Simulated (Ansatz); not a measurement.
**TeH₂Se (SMILES [SeH][TeH]): functionals against CCSD(T) at one geometry**

One table from this session's results is given with a row withheld; the runs are named, their logs left out.

Method: single points in def2-TZVPP; program: Ansatz 0.2.0, Gaussian basis.

Cores are frozen in the correlated methods. Filled d shells of the heavier atoms are correlated. Core potentials replace the inner electrons past krypton, and spin-orbit coupling is left out.

## The starting structure

4 atoms, charge 0, spin multiplicity 1.

Atoms are counted from 1 here; the program's logs count them from 0.

Bond lengths: Se1–Te2 2.491 Å, Se1–H3 1.372 Å, Te2–H4 1.875 Å. Angles: Te2–Se1–H3 108.0°, Se1–Te2–H4 100.3°.

Coordinates:

```xyz
4
charge 0, multiplicity 1
Se    0.40180   -1.17640    0.66800
Te    0.48010    1.25810    0.14720
H    -0.80590   -1.44400    1.26120
H    -0.46200    1.28550   -1.47370
```

Set-up of the first run:

Input file run/in.yaml:

```yaml
crystal:
  periodic: [false, false, false]
  atoms:
    - {symbol: Se, position_ang: [0.401800, -1.176400, 0.668000]}
    - {symbol: Te, position_ang: [0.480100, 1.258100, 0.147200]}
    - {symbol: H, position_ang: [-0.805900, -1.444000, 1.261200]}
    - {symbol: H, position_ang: [-0.462000, 1.285500, -1.473700]}
basis:
  gaussian: {orbitals: def2-TZVPP}
correlation: {method: ccsd_t}
output: {forces: true}
```

The command line of these runs was not kept.

Steps of the session up to this table: CCSD(T)/def2-TZVPP; PBE0-D4/def2-TZVPP; wB97M-V/def2-TZVPP; r2SCAN-D4/def2-TZVPP; PBE-D4/def2-TZVPP; B97M-V/def2-TZVPP; LC-wPBE/def2-TZVPP.

One table of the session follows, with a row left open; its other results are not shown here.

| method | RMS force component (eV/Å) | angle to CCSD(T) forces (°) | dipole (D) |
| --- | --- | --- | --- |
| CCSD(T) | 1.468 | reference | 0.73 |
| PBE0-D4 | 1.518 | 3.7 | 0.72 |
| wB97M-V | 1.514 | 3.1 | 0.73 |
| r2SCAN-D4 | 1.491 | 3.6 | 0.70 |
| PBE-D4 | 1.538 | 8.4 | 0.65 |
| B97M-V | 1.429 | 3.5 | 0.71 |
| LC-wPBE | ? | ? | ? |

Q: Estimate the row for LC-wPBE from the others.

**Answer.** RMS force component (eV/Å): 1.544; angle to CCSD(T) forces (°): 8.0; dipole (D): 0.81. In the column «RMS force component (eV/Å)» it is the highest.
